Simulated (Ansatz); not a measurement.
# Cd2S (P3m1) in Ansatz: a series of runs

The runs below take Cd2S through band structure, single point, equation of state, with PBE.

All numbers are computed with Ansatz 0.2.0; they aren't measurements. Logs are shortened: lines on timing, memory, paths and dates and some standing lists are left out, and cuts for length are marked.

## Step 1: Starting point

Symmetry: P3m1, No. 156, trigonal system. The conventional cell has a = 3.963 Å, b = 3.963 Å, c = 5.809 Å, α = 90.00°, β = 90.00°, γ = 120.00°. Cd (site symmetry 3m) has 1 S at 2.52 Å as nearest neighbours. Cd (site symmetry 3m) is surrounded by 3 S at 2.60 Å. S (site symmetry 3m) is surrounded by 4 Cd at 2.52 to 2.60 Å.

The cell comes from a database or a generator and needn't be the stable form of this composition.

## Step 2: Band structure, PBE

File input.yaml:

```yaml
crystal:
  lattice:
    - [3.962670049, 0.0, 0.0]
    - [-1.9813350245, 3.4317729293, 0.0]
    - [0.0, 0.0, 5.809192]
  atoms:
    - { symbol: Cd, position: [0.3333333333, 0.6666666667, 0.932717] }
    - { symbol: Cd, position: [0.6666666667, 0.3333333333, 0.578735] }
    - { symbol: S, position: [0.3333333333, 0.6666666667, 0.365705] }
hamiltonian:
  xc: pbe
  pseudopotentials: { kind: paw }
kpoints:
  mp_grid: { grid: [8, 8, 5] }
  band_path:
    path:
      - [[0.0, 0.0, 0.0], [0.5, 0.0, 0.0], [0.3333333333, 0.3333333333, 0.0], [0.0, 0.0, 0.0], [0.0, 0.0, 0.5], [0.5, 0.0, 0.5], [0.3333333333, 0.3333333333, 0.5], [0.0, 0.0, 0.5]]
      - [[0.5, 0.0, 0.5], [0.5, 0.0, 0.0]]
      - [[0.3333333333, 0.3333333333, 0.0], [0.3333333333, 0.3333333333, 0.5]]
    npoints: 14
scf:
  occupations: { method: fermi_dirac, width: 0.05 }
  n_extra_bands: 7
output:
  forces: true
  stress: true
  eigenvalues: true
  fatbands: false
```

Potentials or basis: Ansatz PAW.

Launch:

```sh
$ ansatz run input.yaml --threads 2 --pin off --max-ram 5632MiB --backend cpu --events-out ev --progress --plain --runs-dir out
```

Output:

```text
Warning: RAYON_NUM_THREADS=2 ignored (pool sized by the plan → 2); use --threads N
scf.n_extra_bands = 7 over 23 filled bands (N_el = 46.0): the run solves 30 bands
Engine: ansatz 0.2.0, aarch64-unknown-linux-gnu
Pseudopotentials: kind: paw
Pseudopotential: Cd, paw, valence charge 20, recommended cutoff 420 eV (normal), Cd.paw.azcp
Pseudopotential: S, paw, valence charge 6, recommended cutoff 420 eV (normal), S.paw.azcp
Functional definition: PBE
  parameter kappa = 0.804
  parameter beta = 0.06672455060314922
  exchange = pbe_x(kappa = kappa, mu = beta*pi^2/3)
  correlation = pbe_c(beta = beta)
Crystal: 3 atoms, lattice volume = 78.999 Å³
Basis set: ecut = 420 eV, 1555 PW (Γ), exchange–correlation on 54×54×80 points (8 copies of the dense FFT grid, shifted against one another)
Bands: 30, of which v1, the nominal top of the filled ones, is band 23 counted from 1 (22 counted from 0)
Symmetry: 6 space group operations
Space group: P3m1 (ITA 156), of the structure as read, at distance tolerance 4.3e-5 Å
k-points: 40 of 320 (time reversal used)
Non-local potential: Cd, projectors of the file, l = 0: 3, l = 1: 2, l = 2: 2, l = 3: 1
Non-local potential: S, projectors of the file, l = 0: 2, l = 1: 2, l = 2: 2
PAW form: soft (Blöchl's): semilocal exchange-correlation on the pseudo side does not see the compensation charge
PAW one-centre angular grid: Cd, 590 points (default); XC on 64 Gauss nodes
PAW one-centre angular grid: S, 110 points (default); XC on 64 Gauss nodes
Initial density: superposition of atomic densities (neutral atoms: chi_scale 0, normalization atom), corrected by the library's trained network
Initial wavefunctions: pseudopotential atomic-orbital guess
Functional: x = pbe(κ = 0.804, μ = 0.2195149727645171), c = pbe(β = 0.06672455060314922)
SCF iter   1: F=—  HF=-17411.629561 eV  |F-HF|=—  |Δ(HF+E_count)|=         —  Δρ=2.41e-3  dr2=1.31e-2  ethr=1.77e-3  ⟨swp⟩=6.0  Hψ=5000  notcnv=0  defer=5
preconditioner: auto → Resta (q_TF=auto, 2.493 Å⁻¹)  ε∞=4.3  [insulator: Δε(μ)=0.243 eV  Ē_g=12.574 eV  σ=0.050 eV  W_gap=0.83  n_scr=22 (ndim 8)  ℏωp=22.9 eV  f_vac=0.097  D(μ)=0.16/eV (n_scr^D=0)  ε∞_Penn≈4.3]
SCF iter   2: F=—  HF=-17411.627865 eV  |F-HF|=—  |Δ(HF+E_count)|=   1.70e-3  Δρ=1.35e-3  dr2=3.86e-3  ethr=2.84e-5  ⟨swp⟩=1.4  Hψ=1535  notcnv=0  defer=33
SCF iter   3: F=—  HF=-17411.626970 eV  |F-HF|=—  |Δ(HF+E_count)|=   8.95e-4  Δρ=2.98e-4  dr2=2.45e-4  ethr=8.39e-6  ⟨swp⟩=2.0  Hψ=1273  notcnv=0  defer=33
SCF iter   4: F=—  HF=-17411.626955 eV  |F-HF|=—  |Δ(HF+E_count)|=   1.55e-5  Δρ=1.31e-4  dr2=2.21e-5  ethr=5.33e-7  ⟨swp⟩=2.4  Hψ=1466  notcnv=0  defer=33
SCF iter   5: F=—  HF=-17411.626941 eV  |F-HF|=—  |Δ(HF+E_count)|=   1.36e-5  Δρ=4.72e-5  dr2=2.05e-6  ethr=4.80e-8  ⟨swp⟩=2.0  Hψ=1722  notcnv=0  defer=33
SCF iter   6: F=—  HF=-17411.626943 eV  |F-HF|=—  |Δ(HF+E_count)|=   1.88e-6  Δρ=2.19e-5  dr2=3.04e-7  ethr=4.46e-9  ⟨swp⟩=2.0  Hψ=1961  notcnv=0  defer=33
SCF iter   7: F=-17411.626943 eV  HF=-17411.626943 eV  |F-HF|=1.04e-8  |Δ(HF+E_count)|=   8.96e-8  Δρ=7.37e-6  dr2=3.43e-8  ethr=2.17e-10  ⟨swp⟩=8.5  Hψ=5153  notcnv=0
SCF 1 converged in 7 iterations: F = -17411.626943 eV  dr2 = 3.43e-8
NSCF: frozen V_eff on 129 k-points
SCF converged after 7 iterations
Free energy (F): -17411.626943 eV
Harris-Foulkes:  -17411.626943 eV  (|F-HF|=1.04e-8)
Internal energy: -17411.625344 eV  (E = F + TS)
E sigma→0 (E₀):  -17411.626144 eV
Entropy (-TS):   -0.001599 eV (-0.533 meV/atom)
Fermi energy:    8.214166 eV
--- Per-component energies (eV) ---
  E_band       = -999.558004
  E_kinetic    = 1114.992546
  E_local      = -7781.763545  (includes V_loc(G=0)·N_el)
  E_nonlocal   = 94.432578
  E_hartree    = 3593.317964
  E_xc         = -449.689033
  E_vxc        = -529.431047  (∫ρ·V_xc dr)
  E_paw        = -8766.178106  (= ΣΔE_a)
  E_vpaw       = -1084.431220  (= ΣTr[D̂ρ^β])
  E_aug_tail   = 0.000028  (compensation charges beyond the density's cutoff)
  E_ewald      = -5216.737776
  E_smearing   = -0.001599  (= −TS)
  E_closure    = 0.000000  (closes the sum)
  Σ components = -17411.626943   (vs F -17411.626943, Δ=0.00e0)
--- Forces (eV/Å), atoms counted from 1 ---
  atom   1  Cd     0.00000000     0.00000000     0.04320958
  atom   2  Cd    -0.00000000     0.00000000    -0.07489312
  atom   3  S      0.00000000     0.00000000     0.03166521
  max |Σ_I F_I| component: 1.83e-5 eV/Å
--- Stress (GPa, compression-positive) ---
       -0.120582       0.000000       0.000000
        0.000000      -0.120582       0.000000
        0.000000       0.000000      -0.130654
  P = ⅓ Tr σ = -0.1239 GPa (-1.239 kbar)
--- Band table (eV; the first three rows and the last of 40) ---
  k-point 0: bands = ["-94.1499", "-93.8990", "-55.2226", "-55.2226", "-55.1790", "-54.9640", "-54.9575", "-54.9575", "-4.5557", "-0.2755", "-0.2755", "-0.1845", "-0.1845", "-0.1030", "0.0754", "0.0978", "0.0978", "0.4481", "0.4481", "3.6500", "4.4213", "7.3737", "7.3737", "11.3027", "13.1302", "14.8988", "14.8988", "16.3673", "16.3673", "17.9939"]
  k-point 1: bands = ["-94.1499", "-93.8990", "-55.2227", "-55.2227", "-55.1790", "-54.9640", "-54.9575", "-54.9575", "-4.5174", "-0.2825", "-0.2800", "-0.2800", "-0.1998", "-0.1998", "0.1198", "0.1198", "0.2043", "0.4454", "0.4454", "2.8284", "5.6833", "7.3999", "7.3999", "10.8551", "13.0537", "14.7662", "14.7662", "16.1507", "16.1507", "17.8481"]
  k-point 2: bands = ["-94.1499", "-93.8990", "-55.2227", "-55.2227", "-55.1790", "-54.9640", "-54.9575", "-54.9575", "-4.4523", "-0.4846", "-0.2837", "-0.2837", "-0.2254", "-0.2254", "0.1546", "0.1546", "0.3219", "0.4392", "0.4392", "2.2548", "7.4077", "7.4432", "7.4432", "9.6843", "12.8842", "14.5205", "14.5205", "16.0182", "16.0182", "17.0674"]
  k-point 39: bands = ["-94.1499", "-93.8990", "-55.2233", "-55.2231", "-55.1789", "-54.9640", "-54.9581", "-54.9579", "-4.0755", "-0.3938", "-0.2916", "-0.1766", "-0.0917", "-0.0035", "0.1325", "0.1593", "0.3029", "0.3373", "0.6998", "4.2048", "4.7238", "5.6729", "7.7435", "9.4374", "10.0622", "13.1737", "13.8790", "14.7449", "16.5428", "17.2211"]
```

Run time: 13 s. Hardware: 2 threads of Arm Neoverse V1, shared host; peak memory 0.4 GiB.

Results:

```yaml
Free_energy: -17411.6269 eV
Pressure: -0.1 GPa
Largest_force: 0.075 eV/Å
Band_gap_along_the_path: none (metal or under the smearing width)
```

Forces on the atoms (eV/Å):
```
Cd   0.000  0.000  0.043
Cd   0.000  0.000 -0.075
S    0.000  0.000  0.032
```

Levels at the corners of the path, in eV from the Fermi level:
```tsv
point	band 20	band 21	band 22	band 23	band 24	band 25	band 26	band 27
Γ	-4.56	-3.79	-0.84	-0.84	3.09	4.92	6.68	6.68
M	-4.55	-3.10	-1.71	-1.35	0.46	3.06	4.62	5.69
K	-4.24	-3.06	-2.89	-0.51	0.73	2.40	4.03	4.65
Γ	-4.56	-3.79	-0.84	-0.84	3.09	4.92	6.68	6.68
A	-6.03	-0.76	-0.76	-0.32	1.05	4.64	6.26	6.26
L	-4.15	-3.83	-1.50	-1.07	1.46	3.27	4.36	5.55
H	-3.93	-3.45	-2.68	-0.43	1.01	1.95	5.03	5.53
A	-6.03	-0.76	-0.76	-0.32	1.05	4.64	6.26	6.26
L	-4.15	-3.83	-1.50	-1.07	1.46	3.27	4.36	5.55
M	-4.55	-3.10	-1.71	-1.35	0.46	3.06	4.62	5.69
K	-4.24	-3.06	-2.89	-0.51	0.73	2.40	4.03	4.65
H	-3.93	-3.45	-2.68	-0.43	1.01	1.95	5.03	5.53
```

## Step 3: Single point, PBE, 24.75 Å³/atom (volume scaled by 0.94)

File input.yaml:

```yaml
crystal:
  lattice:
    - [3.8817765334, 0.0, 0.0]
    - [-1.9408882667, 3.3617170898, 0.0]
    - [0.0, 0.0, 5.6906037861]
  atoms:
    - { symbol: Cd, position: [0.3333333333, 0.6666666667, 0.932717] }
    - { symbol: Cd, position: [0.6666666667, 0.3333333333, 0.578735] }
    - { symbol: S, position: [0.3333333333, 0.6666666667, 0.365705] }
hamiltonian:
  xc: pbe
  pseudopotentials: { kind: paw }
kpoints:
  mp_grid: { grid: [8, 8, 5] }
scf:
  occupations: { method: fermi_dirac, width: 0.05 }
output:
  forces: true
  stress: true
  eigenvalues: true
```

Potentials or basis: Ansatz PAW.

Launch:

```sh
$ ansatz run input.yaml --threads 2 --pin off --max-ram 5632MiB --backend cpu --events-out ev --progress --plain --runs-dir out
```

Output:

```text
Warning: RAYON_NUM_THREADS=2 ignored (pool sized by the plan → 2); use --threads N
Engine: ansatz 0.2.0, aarch64-unknown-linux-gnu
Pseudopotentials: kind: paw
Pseudopotential: Cd, paw, valence charge 20, recommended cutoff 420 eV (normal), Cd.paw.azcp
Pseudopotential: S, paw, valence charge 6, recommended cutoff 420 eV (normal), S.paw.azcp
Functional definition: PBE
  parameter kappa = 0.804
  parameter beta = 0.06672455060314922
  exchange = pbe_x(kappa = kappa, mu = beta*pi^2/3)
  correlation = pbe_c(beta = beta)
Crystal: 3 atoms, lattice volume = 74.259 Å³
Basis set: ecut = 420 eV, 1483 PW (Γ), exchange–correlation on 54×54×80 points (8 copies of the dense FFT grid, shifted against one another)
Bands: 28, of which v1, the nominal top of the filled ones, is band 23 counted from 1 (22 counted from 0)
Symmetry: 6 space group operations
Space group: P3m1 (ITA 156), of the structure as read, at distance tolerance 4.2e-5 Å
k-points: 40 of 320 (time reversal used)
Non-local potential: Cd, projectors of the file, l = 0: 3, l = 1: 2, l = 2: 2, l = 3: 1
Non-local potential: S, projectors of the file, l = 0: 2, l = 1: 2, l = 2: 2
PAW form: soft (Blöchl's): semilocal exchange-correlation on the pseudo side does not see the compensation charge
PAW one-centre angular grid: Cd, 590 points (default); XC on 64 Gauss nodes
PAW one-centre angular grid: S, 110 points (default); XC on 64 Gauss nodes
Initial density: superposition of atomic densities (neutral atoms: chi_scale 0, normalization atom), corrected by the library's trained network
Initial wavefunctions: pseudopotential atomic-orbital guess
[... 21 lines left out ...]
  E_local      = -7599.964299  (includes V_loc(G=0)·N_el)
  E_nonlocal   = 94.292841
  E_hartree    = 3519.267967
  E_xc         = -450.749032
  E_vxc        = -530.895789  (∫ρ·V_xc dr)
  E_paw        = -8765.811832  (= ΣΔE_a)
  E_vpaw       = -1083.684565  (= ΣTr[D̂ρ^β])
  E_aug_tail   = 0.000029  (compensation charges beyond the density's cutoff)
  E_ewald      = -5325.450953
  E_smearing   = -0.001840  (= −TS)
  E_closure    = -0.000000  (closes the sum)
  Σ components = -17411.588331   (vs F -17411.588331, Δ=0.00e0)
--- Forces (eV/Å), atoms counted from 1 ---
  atom   1  Cd     0.00000000    -0.00000000    -0.08762328
  atom   2  Cd    -0.00000000    -0.00000000     0.16732225
  atom   3  S     -0.00000000     0.00000000    -0.07969962
  max |Σ_I F_I| component: 6.50e-7 eV/Å
--- Stress (GPa, compression-positive) ---
        2.417639       0.000000      -0.000000
        0.000000       2.417639       0.000000
       -0.000000       0.000000       3.899837
  P = ⅓ Tr σ = 2.9117 GPa (29.117 kbar)
--- Band table (eV; the first three rows and the last of 40) ---
  k-point 0: bands = ["-93.3582", "-93.1200", "-54.4266", "-54.4266", "-54.3963", "-54.1831", "-54.1800", "-54.1800", "-4.0360", "0.4552", "0.4552", "0.5325", "0.5325", "0.6332", "0.8009", "0.8719", "0.8719", "1.2618", "1.2618", "4.3238", "5.0905", "8.2130", "8.2130", "12.3347", "14.1868", "15.8783", "15.8783", "17.5649"]
  k-point 1: bands = ["-93.3582", "-93.1200", "-54.4266", "-54.4266", "-54.3963", "-54.1831", "-54.1800", "-54.1800", "-3.9907", "0.4127", "0.4443", "0.4443", "0.5212", "0.5212", "0.8972", "0.8972", "0.9628", "1.2585", "1.2585", "3.4306", "6.4480", "8.2422", "8.2422", "11.9030", "14.0566", "15.7579", "15.7579", "17.2608"]
  k-point 2: bands = ["-93.3582", "-93.1200", "-54.4266", "-54.4266", "-54.3963", "-54.1831", "-54.1800", "-54.1800", "-3.9130", "0.1711", "0.4308", "0.4308", "0.5009", "0.5009", "0.9384", "0.9384", "1.1095", "1.2508", "1.2508", "2.8139", "8.2631", "8.2907", "8.2907", "10.7367", "13.7865", "15.5211", "15.5211", "17.0562"]
  k-point 39: bands = ["-93.3582", "-93.1200", "-54.4276", "-54.4273", "-54.3962", "-54.1831", "-54.1808", "-54.1805", "-3.4821", "0.2788", "0.4241", "0.5670", "0.6696", "0.7797", "0.8887", "0.9161", "1.0866", "1.1288", "1.5528", "4.8262", "5.4464", "6.3561", "8.5077", "10.2982", "11.0456", "14.2830", "14.9932", "15.7475"]
```

It took 3.9 s on 2 threads of Arm Neoverse V1, shared host; peak memory 0.38 GiB.

Results:

```
Free energy            : -17411.5883 eV
Pressure               : 2.9 GPa
Largest force          : 0.167 eV/Å
Band gap on the k mesh : 0.21 eV, indirect (least direct gap 0.59 eV)
```

Caveat: odd divisions of the mesh miss points on the zone boundary, where band edges often lie, so the gap on the mesh can be too wide.

## Step 4: Single point, PBE, 25.28 Å³/atom (volume scaled by 0.96)

input.yaml: that of step 3 with these lines changed.

```diff
@@ -2,5 +2,5 @@
   lattice:
-    - [3.8817765334, 0.0, 0.0]
-    - [-1.9408882667, 3.3617170898, 0.0]
-    - [0.0, 0.0, 5.6906037861]
+    - [3.9091138886, 0.0, 0.0]
+    - [-1.9545569443, 3.3853919338, 0.0]
+    - [0.0, 0.0, 5.730679781]
   atoms:
@@ -20 +20,5 @@
   eigenvalues: true
+  write_density: true
+  write_potential: true
+  elf: true
+  volumetric_format: npy
```

Launch:

```sh
$ ansatz run input.yaml --threads 2 --pin off --max-ram 5632MiB --backend cpu --events-out ev --progress --plain --runs-dir out
```

Run time: 5.5 s. Hardware: 2 threads of Arm Neoverse V1, shared host; peak memory 0.39 GiB.

Results (log left out):

| Property | Result |
| --- | --- |
| Free energy | -17411.6114 eV |
| Pressure | 1.8 GPa |
| Largest force | 0.081 eV/Å |
| Band gap on the k mesh | 0.21 eV, indirect (least direct gap 0.58 eV) |

Caveat: odd divisions of the mesh miss points on the zone boundary, where band edges often lie, so the gap on the mesh can be too wide.

## Step 5: Single point, PBE, 25.81 Å³/atom (volume scaled by 0.98)

input.yaml: that of step 4 with these lines changed.

```diff
@@ -2,5 +2,5 @@
   lattice:
-    - [3.9091138886, 0.0, 0.0]
-    - [-1.9545569443, 3.3853919338, 0.0]
-    - [0.0, 0.0, 5.730679781]
+    - [3.9360741467, 0.0, 0.0]
+    - [-1.9680370733, 3.4087402022, 0.0]
+    - [0.0, 0.0, 5.7702029595]
   atoms:
@@ -20,5 +20 @@
   eigenvalues: true
-  write_density: true
-  write_potential: true
-  elf: true
-  volumetric_format: npy
```

Launch:

```sh
$ ansatz run input.yaml --threads 2 --pin off --max-ram 5632MiB --backend cpu --events-out ev --progress --plain --runs-dir out
```

Run time: 4 s. Hardware: 2 threads of Arm Neoverse V1, shared host; peak memory 0.39 GiB.

The run converged. Its results:

```
Free energy            : -17411.6238 eV
Pressure               : 0.8 GPa
Largest force          : 0.003 eV/Å
Band gap on the k mesh : 0.22 eV, indirect (least direct gap 0.57 eV)
```

Caveat: odd divisions of the mesh miss points on the zone boundary, where band edges often lie, so the gap on the mesh can be too wide.

## Step 6: Single point, PBE, 26.33 Å³/atom

input.yaml: that of step 5 with these lines changed.

```diff
@@ -2,5 +2,5 @@
   lattice:
-    - [3.9360741467, 0.0, 0.0]
-    - [-1.9680370733, 3.4087402022, 0.0]
-    - [0.0, 0.0, 5.7702029595]
+    - [3.962670049, 0.0, 0.0]
+    - [-1.9813350245, 3.4317729293, 0.0]
+    - [0.0, 0.0, 5.809192]
   atoms:
```

Potentials or basis: Ansatz PAW.

Launch:

```sh
$ ansatz run input.yaml --threads 2 --pin off --max-ram 5632MiB --backend cpu --events-out ev --progress --plain --runs-dir out
```

Run time: 4 s. Hardware: 2 threads of Arm Neoverse V1, shared host; peak memory 0.39 GiB.

Results (log left out):

```
Free energy            : -17411.6269 eV
Pressure               : -0.1 GPa
Largest force          : 0.075 eV/Å
Band gap on the k mesh : 0.24 eV, indirect (least direct gap 0.57 eV)
```

Caveat: odd divisions of the mesh miss points on the zone boundary, where band edges often lie, so the gap on the mesh can be too wide.

## Step 7: Single point, PBE, 26.86 Å³/atom (volume scaled by 1.02)

input.yaml: that of step 6 with these lines changed.

```diff
@@ -2,5 +2,5 @@
   lattice:
-    - [3.962670049, 0.0, 0.0]
-    - [-1.9813350245, 3.4317729293, 0.0]
-    - [0.0, 0.0, 5.809192]
+    - [3.9889136618, 0.0, 0.0]
+    - [-1.9944568309, 3.4545005647, 0.0]
+    - [0.0, 0.0, 5.8476645914]
   atoms:
@@ -20 +20,5 @@
   eigenvalues: true
+  write_density: true
+  write_potential: true
+  elf: true
+  volumetric_format: npy
```

Launch:

```sh
$ ansatz run input.yaml --threads 2 --pin off --max-ram 5632MiB --backend cpu --events-out ev --progress --plain --runs-dir out
```

Run time: 5.7 s. Hardware: 2 threads of Arm Neoverse V1, shared host; peak memory 0.4 GiB.

It converged, with:

- Free energy: -17411.6217 eV
- Pressure: -0.9 GPa
- Largest force: 0.145 eV/Å
- Band gap on the k mesh: 0.25 eV, indirect (least direct gap 0.57 eV)

Caveat: odd divisions of the mesh miss points on the zone boundary, where band edges often lie, so the gap on the mesh can be too wide.

## Step 8: Single point, PBE, 27.39 Å³/atom (volume scaled by 1.04)

input.yaml: that of step 7 with these lines changed.

```diff
@@ -2,5 +2,5 @@
   lattice:
-    - [3.9889136618, 0.0, 0.0]
-    - [-1.9944568309, 3.4545005647, 0.0]
-    - [0.0, 0.0, 5.8476645914]
+    - [4.0148164244, 0.0, 0.0]
+    - [-2.0074082122, 3.4769330151, 0.0]
+    - [0.0, 0.0, 5.8856375034]
   atoms:
```

Launch:

```sh
$ ansatz run input.yaml --threads 2 --pin off --max-ram 5632MiB --backend cpu --events-out ev --progress --plain --runs-dir out
```

Run time: 5.8 s. Hardware: 2 threads of Arm Neoverse V1, shared host; peak memory 0.4 GiB.

Results (log left out):

* Free energy: -17411.6091 eV
* Pressure: -1.6 GPa
* Largest force: 0.211 eV/Å
* Band gap on the k mesh: 0.27 eV, indirect (least direct gap 0.57 eV)

Caveat: odd divisions of the mesh miss points on the zone boundary, where band edges often lie, so the gap on the mesh can be too wide.

## Step 9: Single point, PBE, 27.91 Å³/atom (volume scaled by 1.06)

input.yaml: that of step 8 with these lines changed.

```diff
@@ -2,5 +2,5 @@
   lattice:
-    - [4.0148164244, 0.0, 0.0]
-    - [-2.0074082122, 3.4769330151, 0.0]
-    - [0.0, 0.0, 5.8856375034]
+    - [4.040389193, 0.0, 0.0]
+    - [-2.0201945965, 3.4990796824, 0.0]
+    - [0.0, 0.0, 5.9231266511]
   atoms:
@@ -20,5 +20 @@
   eigenvalues: true
-  write_density: true
-  write_potential: true
-  elf: true
-  volumetric_format: npy
```

Potentials or basis: Ansatz PAW.

Launch:

```sh
$ ansatz run input.yaml --threads 2 --pin off --max-ram 5632MiB --backend cpu --events-out ev --progress --plain --runs-dir out
```

Run time: 4.2 s. Hardware: 2 threads of Arm Neoverse V1, shared host; peak memory 0.4 GiB.

The run converged. Its results:

| Property | Result |
| --- | --- |
| Free energy | -17411.5899 eV |
| Pressure | -2.3 GPa |
| Largest force | 0.272 eV/Å |
| Band gap on the k mesh | 0.29 eV, indirect (least direct gap 0.57 eV) |

Caveat: odd divisions of the mesh miss points on the zone boundary, where band edges often lie, so the gap on the mesh can be too wide.

## Step 10: Equation of state, PBE

This step only gathers the single runs of the series.

What came out:

```
Equilibrium volume                        : 26.26 Å³/atom
Bulk modulus at fixed shape and positions : 43 GPa
Pressure derivative of the bulk modulus   : 4.8
```

Energy against volume, from the lowest point:
```
volume (Å³/atom)  energy (meV/atom)
          24.753              12.87
          25.280               5.20
          25.806               1.03
          26.333               0.00
          26.860               1.74
          27.386               5.95
          27.913              12.36
```

Caveat: the cell was scaled at fixed shape and fractional positions, which overstates the stiffness of a crystal with free parameters, most of all of layers and chains.
